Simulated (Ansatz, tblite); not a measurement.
# B(IMe)F3 (C5H8BF3N2): a ladder of methods and basis sets

An exercise on one series of results from a longer session: the logs are not shown, and one member is left open.

Computed with Ansatz 0.2.0, Gaussian basis. Level: as each input shows.

Plan: GFN1-xTB, GFN2-xTB, PBE-D4/def2-TZVP, r2SCAN-D4/def2-TZVP, B2PLYP/def2-TZVP, HSE06-D4/def2-TZVP, PBE-D4/def2-SVP, PBE0-D4/def2-SVP, HF/STO-3G, MP2/def2-SVP.

2 further runs of the same task are left out: 2 set aside as unsound or not needed. Runs told in other sessions of the task aren't counted.

## The relaxed structure

The geometry is that of the singlet, from an earlier relaxation (PBE-D4/def2-SVP).

19 atoms, charge 0, spin multiplicity 1.

Bond lengths: B1–C2 1.670 Å, B1–F17 1.408 Å, B1–F18 1.405 Å, B1–F19 1.402 Å, C2–N3 1.358 Å, C2–N7 1.359 Å, N3–C4 1.461 Å, N3–C5 1.387 Å, C4–H9 1.108 Å, C4–H10 1.108 Å, C4–H11 1.104 Å, C5–C6 1.372 Å, C5–H12 1.094 Å, C6–N7 1.384 Å, C6–H13 1.094 Å, N7–C8 1.461 Å, C8–H14 1.105 Å, C8–H15 1.105 Å and more. Angles: C2–B1–F17 106.7°, C2–B1–F18 110.0°, C2–B1–F19 105.7°, F17–B1–F18 111.2°, F17–B1–F19 111.1°, F18–B1–F19 111.8°, B1–C2–N3 131.5°, B1–C2–N7 122.8°, N3–C2–N7 105.7°, C2–N3–C4 125.2°, C2–N3–C5 110.5°, C4–N3–C5 124.3°, N3–C4–H9 109.8°, N3–C4–H10 109.8°, N3–C4–H11 107.7°, H9–C4–H10 109.3°, H9–C4–H11 110.0°, H10–C4–H11 110.2° and more.

PBE0-D4/def2-TZVP was run before; its log isn't repeated, and its numbers join the tables.

The first run:

Tight binding, by tblite at 300 K electronic temperature and without a spin-polarisation term:

```python
tblite.interface.Calculator('GFN1-xTB', numbers, positions, charge=0, uhf=0).singlepoint()
```

Tight binding, by tblite at 300 K electronic temperature and without a spin-polarisation term:

```python
tblite.interface.Calculator('GFN2-xTB', numbers, positions, charge=0, uhf=0).singlepoint()
```

start.molden holds the orbitals of an earlier run on this state, given as this run's starting guess.

Contents of in.yaml:

```yaml
crystal:
  periodic: [false, false, false]
  atoms:
    - {symbol: B, position_ang: [0.126584, -0.069586, -1.982096]}
    - {symbol: C, position_ang: [0.049522, 0.040806, -0.317931]}
    - {symbol: N, position_ang: [-0.171436, 1.098623, 0.504174]}
    - {symbol: C, position_ang: [-0.335585, 2.483111, 0.068700]}
    - {symbol: C, position_ang: [-0.219878, 0.683311, 1.826923]}
    - {symbol: C, position_ang: [-0.024048, -0.674805, 1.819409]}
    - {symbol: N, position_ang: [0.140057, -1.043521, 0.495780]}
    - {symbol: C, position_ang: [0.333054, -2.405647, 0.004377]}
    - {symbol: H, position_ang: [-1.335735, 2.853792, 0.367056]}
    - {symbol: H, position_ang: [0.444045, 3.117789, 0.533380]}
    - {symbol: H, position_ang: [-0.237257, 2.503581, -1.030598]}
    - {symbol: H, position_ang: [-0.378133, 1.381779, 2.653808]}
    - {symbol: H, position_ang: [0.017206, -1.397786, 2.639498]}
    - {symbol: H, position_ang: [1.053918, -2.370873, -0.831841]}
    - {symbol: H, position_ang: [0.718666, -3.035841, 0.825840]}
    - {symbol: H, position_ang: [-0.624704, -2.811140, -0.373727]}
    - {symbol: F, position_ang: [1.348642, -0.697350, -2.289393]}
    - {symbol: F, position_ang: [0.056468, 1.212181, -2.552118]}
    - {symbol: F, position_ang: [-0.961376, -0.868403, -2.361249]}
basis:
  gaussian: {orbitals: def2-TZVP, initial_orbitals: start.molden}
hamiltonian: {xc: pbe, dispersion: d4}
scf: {omitted_lower_state_checks: [starts]}
output: {orbitals: {seedname: orbitals}}
```

On the command line:

```
> ansatz run in.yaml --threads 4 --pin off --events-out ev --progress --plain --max-ram 6963MiB
```

Among the steps run: PBE-D4/def2-TZVP; r2SCAN-D4/def2-TZVP; B2PLYP/def2-TZVP; HSE06-D4/def2-TZVP; PBE-D4/def2-SVP; PBE0-D4/def2-SVP; HF/STO-3G; MP2/def2-SVP.

One of the session's tables, all rows but one given; the rest of the session is left out.

It belongs to the step «Binding energy». 

| level | binding an atom (eV) |
| --- | --- |
| HF/STO-3G | 3.613 |
| HF/def2-SVP | 3.379 |
| PBE-D4/def2-SVP | 4.859 |
| PBE-D4/def2-TZVP | 4.767 |
| r2SCAN-D4/def2-TZVP | 4.617 |
| PBE0-D4/def2-SVP | 4.730 |
| PBE0-D4/def2-TZVP | 4.644 |
| HSE06-D4/def2-TZVP | ? |
| MP2/def2-SVP | 4.530 |

Estimate the missing values for HSE06-D4/def2-TZVP.

As computed: binding an atom (eV): 4.648. In the column «binding an atom (eV)» it lies between PBE0-D4/def2-TZVP (4.644) and PBE0-D4/def2-SVP (4.730).

Caveats from the session: Free atoms were run apart at each level; binding is atoms less cluster, divided by the number of atoms, without zero-point or spin-orbit terms.
